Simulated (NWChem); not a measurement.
# InGeH3Cl2 (SMILES [Cl][In]([Cl])[GeH3]) at 3 levels

We compute a comparison of 3 runs (HF/STO-3G, HF/3-21G, M06-2X/def2-SVPD) of InGeH3Cl2. 

Program for the calculation: NWChem 7.3.0.

## (1) The structure to begin with

InGeH3Cl2 has 7 atoms, charge 0, and is taken as a singlet. SMILES: `[Cl][In]([Cl])[GeH3]`. The shape is that of a PBE0-D4/def2-TZVP optimisation.

Bond lengths: Cl1–In2 2.327 Å, In2–Cl3 2.327 Å, In2–Ge4 2.585 Å, Ge4–H5 1.533 Å, Ge4–H6 1.533 Å, Ge4–H7 1.534 Å. Angles: Cl1–In2–Cl3 110.8°, Cl1–In2–Ge4 124.6°, Cl3–In2–Ge4 124.7°, In2–Ge4–H5 109.2°, In2–Ge4–H6 108.9°, In2–Ge4–H7 108.1°, H5–Ge4–H6 110.5°, H5–Ge4–H7 110.2°, H6–Ge4–H7 109.9°.

## (2) Energy and forces at HF/STO-3G (run 1)

The input, test.nw:

```
start test
title "Cl2GeH3In hf"
memory stack 880 mb heap 220 mb global 1100 mb
charge 0

geometry noautosym nocenter noautoz
   Cl   -1.091200   -2.639200    1.556300
   In    0.336800   -1.193400    0.423100
   Cl    2.427700   -2.168400    0.120200
   Ge   -0.319300    1.166000   -0.403100
   H     0.950600    1.944100   -0.764600
   H    -1.092600    1.884700    0.708700
   H    -1.212000    1.006100   -1.640600
end

basis spherical bse
   * library STO-3G
end

scf
   thresh 1e-08
   maxiter 80
end

task scf gradient
```

On the command line:

```bash
$ nwchem test.nw > test.out
```

The program printed:

```text
[...]
  functions       =    66
[...]
  wavefunction    = RHF
[...]
         Total SCF energy =  -8645.766570012984
      One-electron energy = -13889.398354494833
      Two-electron energy =   4303.921466114964
 Nuclear repulsion energy =    939.710318366883
        Time for solution =      6.2s
[...]
                         RHF ENERGY GRADIENTS
    atom               coordinates                        gradient
                 x          y          z           x          y          z
   1 Cl     -2.062069  -4.987365   2.940981   -0.010474  -0.010390   0.008179
   2 In      0.636460  -2.255199   0.799543   -0.002163   0.007752  -0.002576
   3 Cl      4.587688  -4.097682   0.227145    0.015241  -0.006941  -0.002317
   4 Ge     -0.603390   2.203421  -0.761749    0.005452  -0.015071   0.006200
   5 H       1.796374   3.673816  -1.444884    0.035155   0.017057  -0.008560
   6 H      -2.064715   3.561567   1.339249   -0.020062   0.015574   0.031041
   7 H      -2.290348   1.901253  -3.100284   -0.023148  -0.007980  -0.031968
[...]
```

Run time: 11 s. Hardware: 1 thread of Intel Xeon 6975P-C (Granite Rapids), shared host; peak memory 0.099 GiB.

## (3) Energy and gradient at HF/3-21G (run 2)

The input, run.py:

```python
from ase import Atoms
from ase.calculators.nwchem import NWChem

molecule = Atoms(['Cl', 'In', 'Cl', 'Ge', 'H', 'H', 'H'], positions=[
    [-1.091200, -2.639200, 1.556300],
    [0.336800, -1.193400, 0.423100],
    [2.427700, -2.168400, 0.120200],
    [-0.319300, 1.166000, -0.403100],
    [0.950600, 1.944100, -0.764600],
    [-1.092600, 1.884700, 0.708700],
    [-1.212000, 1.006100, -1.640600],
])

calc = NWChem(
    label='cl2geh3in',
    theory='scf',
    memory='2200 mb',
    basis='3-21G',
    basispar='spherical bse',
    scf={'nopen': '0', 'rhf': None, 'thresh': '1e-08', 'maxiter': '80'},
)
molecule.calc = calc

forces = molecule.get_forces()
e = molecule.get_potential_energy()
print(f"E = {e:.6f} eV")
print("forces (eV/A):")
for s, f in zip(molecule.symbols, forces):
    print(f"{s:2s} {f[0]:10.5f} {f[1]:10.5f} {f[2]:10.5f}")
print("dipole (e A):", molecule.get_dipole_moment().round(4))
```

On the command line:

```bash
$ export ASE_NWCHEM_COMMAND="nwchem PREFIX.nwi > PREFIX.nwo"
$ python run.py
```

The program printed:

```text
E = -236644.866835 eV
forces (eV/A):
Cl   -0.86564   -0.86785    0.68283
In   -0.21494    0.84497   -0.28241
Cl    1.25876   -0.58626   -0.18301
Ge   -0.15869    0.55654   -0.20039
H    -0.03425    0.00787    0.00483
H     0.01229    0.01460   -0.02103
H     0.00247    0.03008   -0.00077
dipole (e A): [-0.2513  0.9157 -0.3122]
```

The calculator wrote cl2geh3in.nwi:

```
title "cl2geh3in"

permanent_dir cl2geh3in

scratch_dir cl2geh3in

start cl2geh3in

geometry units angstrom nocenter noautosym noautoz
  Cl -1.0911999999999999e+00 -2.6392000000000002e+00 1.5563000000000000e+00
  In 3.3679999999999999e-01 -1.1934000000000000e+00 4.2309999999999998e-01
  Cl 2.4277000000000002e+00 -2.1684000000000001e+00 1.2020000000000000e-01
  Ge -3.1929999999999997e-01 1.1659999999999999e+00 -4.0310000000000001e-01
  H  9.5060000000000000e-01 1.9440999999999999e+00 -7.6459999999999995e-01
  H  -1.0926000000000000e+00 1.8847000000000000e+00 7.0870000000000000e-01
  H  -1.2120000000000000e+00 1.0061000000000000e+00 -1.6406000000000001e+00
end

memory 2200 mb

basis spherical bse noprint
   * library 3-21G
end

scf
  nopen 0
  rhf
  thresh 1e-08
  maxiter 80
end

task scf gradient
```

cl2geh3in.nwo (excerpt; [...] marks lines left out):

```text
[...]
      One-electron energy = -13919.272666040939
[... 1 line left out ...]
 Nuclear repulsion energy =    939.710318366882
[... 77 lines left out ...]
                       ROHF Final Molecular Orbital Analysis
[... 280 lines left out ...]
                              NWChem Gradients Module
[...]
  wavefunction    =   RHF
                         RHF ENERGY GRADIENTS
    atom               coordinates                        gradient
                 x          y          z           x          y          z
   1 Cl     -2.062069  -4.987365   2.940981    0.016834   0.016877  -0.013279
   2 In      0.636460  -2.255199   0.799543    0.004180  -0.016432   0.005492
   3 Cl      4.587688  -4.097682   0.227145   -0.024479   0.011401   0.003559
   4 Ge     -0.603390   2.203421  -0.761749    0.003086  -0.010823   0.003897
   5 H       1.796374   3.673816  -1.444884    0.000666  -0.000153  -0.000094
   6 H      -2.064715   3.561567   1.339249   -0.000239  -0.000284   0.000409
   7 H      -2.290348   1.901253  -3.100284   -0.000048  -0.000585   0.000015
[...]
```

Wall time 14 s (1 thread of Intel Xeon 6975P-C (Granite Rapids), shared host); peak memory 0.099 GiB.

## (4) Energy and forces at M06-2X/def2-SVPD (core potential) (run 3)

The input, mol.nw:

```
start mol
title "Cl2GeH3In"
memory stack 880 mb heap 220 mb global 1100 mb
geometry noautosym nocenter noautoz
  Cl   -1.091200   -2.639200    1.556300
  In    0.336800   -1.193400    0.423100
  Cl    2.427700   -2.168400    0.120200
  Ge   -0.319300    1.166000   -0.403100
  H     0.950600    1.944100   -0.764600
  H    -1.092600    1.884700    0.708700
  H    -1.212000    1.006100   -1.640600
end
basis spherical bse
  * library def2-SVPD
end
ecp bse
  In library def2-SVPD
end
dft
  xc m06-2x
  grid fine
  convergence energy 1e-08
  iterations 100
  mulliken
  print medium
end
task dft gradient
```

On the command line:

```bash
$ nwchem mol.nw > mol.out
```

The program printed:

```text
[...]
          Wavefunction type:  closed shell.
          No. of atoms     :     7
          No. of electrons :    90
[...]
          Charge           :     0
          Spin multiplicity:     1
[...]
          AO basis - number of functions:   148
[...]
              XC Information
              --------------
                       M06-2X Method XC Functional
                     Hartree-Fock (Exact) Exchange  0.540
                        M06-2X Exchange Functional  1.000
                      M06-2X Correlation Potential  1.000
[...]
 d= 0,ls=0.0,diis     1  -3188.7588625032 -3.72D+03  8.46D-03  3.75D-01     6.4
[...]
 d= 0,ls=0.0,diis     8  -3188.8226134133 -3.85D-09  7.50D-07  2.21D-08    42.5
         Total DFT energy =    -3188.822613413346
      One electron energy =    -5552.823640568240
           Coulomb energy =     1990.781153626568
    Exchange-Corr. energy =     -153.460182933408
 Nuclear repulsion energy =      526.680056461733
[...]
      Total Density - Mulliken Population Analysis
     ---------------------------------------------
    Atom       Charge   Shell Charges
 -----------   ------   -------------------------------------------------------
    1 Cl  17    17.63   2.00  1.99  1.24  0.70  0.08  5.94  2.12  3.22  0.31  0.01  0.02
    2 In  21    19.61  -0.60  2.60  0.83 -0.06 -0.00  2.77  3.23  0.85 -0.12  9.70  0.46 -0.04
    3 Cl  17    17.63   2.00  1.99  1.24  0.70  0.08  5.94  2.12  3.22  0.31  0.01  0.02
    4 Ge  32    32.34   2.00  2.00  1.99  1.07  0.48 -0.03  6.00  5.98  1.35  1.34  8.14  1.79  0.16  0.08
    5 H    1     0.93   0.72  0.21  0.01 -0.01
    6 H    1     0.93   0.72  0.21  0.01 -0.01
    7 H    1     0.93   0.72  0.22  0.01 -0.01
[...]
  wavefunction    = closed shell
                         DFT ENERGY GRADIENTS
    atom               coordinates                        gradient
                 x          y          z           x          y          z
   1 Cl     -2.062069  -4.987365   2.940981    0.009282   0.009402  -0.007384
   2 In      0.636460  -2.255199   0.799543    0.002709  -0.010404   0.003571
   3 Cl      4.587688  -4.097682   0.227145   -0.013534   0.006363   0.001922
   4 Ge     -0.603390   2.203421  -0.761749    0.001060  -0.003799   0.001345
   5 H       1.796374   3.673816  -1.444884   -0.001777  -0.000969   0.000457
   6 H      -2.064715   3.561567   1.339249    0.001044  -0.000866  -0.001577
   7 H      -2.290348   1.901253  -3.100284    0.001217   0.000273   0.001667
[...]
```

Run time: 66 s. Hardware: 1 thread of Intel Xeon 6975P-C (Granite Rapids), shared host; peak memory 0.15 GiB.

## (5) Overview of the runs

| run | level | iteration cap | module | energy (Eh) | dipole moment (D) | HOMO energy (eV) | LUMO energy (eV) | wall time |
| --- | --- | --- | --- | --- | --- | --- | --- | --- |
| 1 | HF/STO-3G | 80 | scf | -8645.766570 | 4.12 | -8.50 | 4.31 | 11 s |
| 2 | HF/3-21G | 80 | scf | -8696.538523 | 4.80 | -10.84 | 0.23 | 14 s |
| 3 | M06-2X/def2-SVPD (core potential) | 100 | dft | -3188.822613 | 4.02 | -9.38 | -1.63 | 66 s |

## (6) What came out

| quantity | value |
| --- | --- |
| run 3: total energy | -3188.82261 Eh |
| run 3: dipole moment | 4.02 D |
| run 3: HOMO energy | -9.38 eV |
| run 3: LUMO energy | -1.63 eV |
| run 3: HOMO–LUMO gap | 7.75 eV |
| run 3: largest force on an atom | 0.778 eV/Å |

In words: The dipole moment (its size) runs from 4.02 D (M06-2X/def2-SVPD) to 4.80 D (HF/3-21G). The two ends differ in method and basis and core potential. The HOMO–LUMO gap runs from 7.75 eV (M06-2X/def2-SVPD) to 12.81 eV (HF/STO-3G). Some runs of one species differ in core potentials or relativity; totals across that change don't compare. In run 1 the basis is minimal, so the values are rough. In runs 1, 2 relativity is left out where basis or elements ask for it. All runs together took 91 s, the longest 66 s.
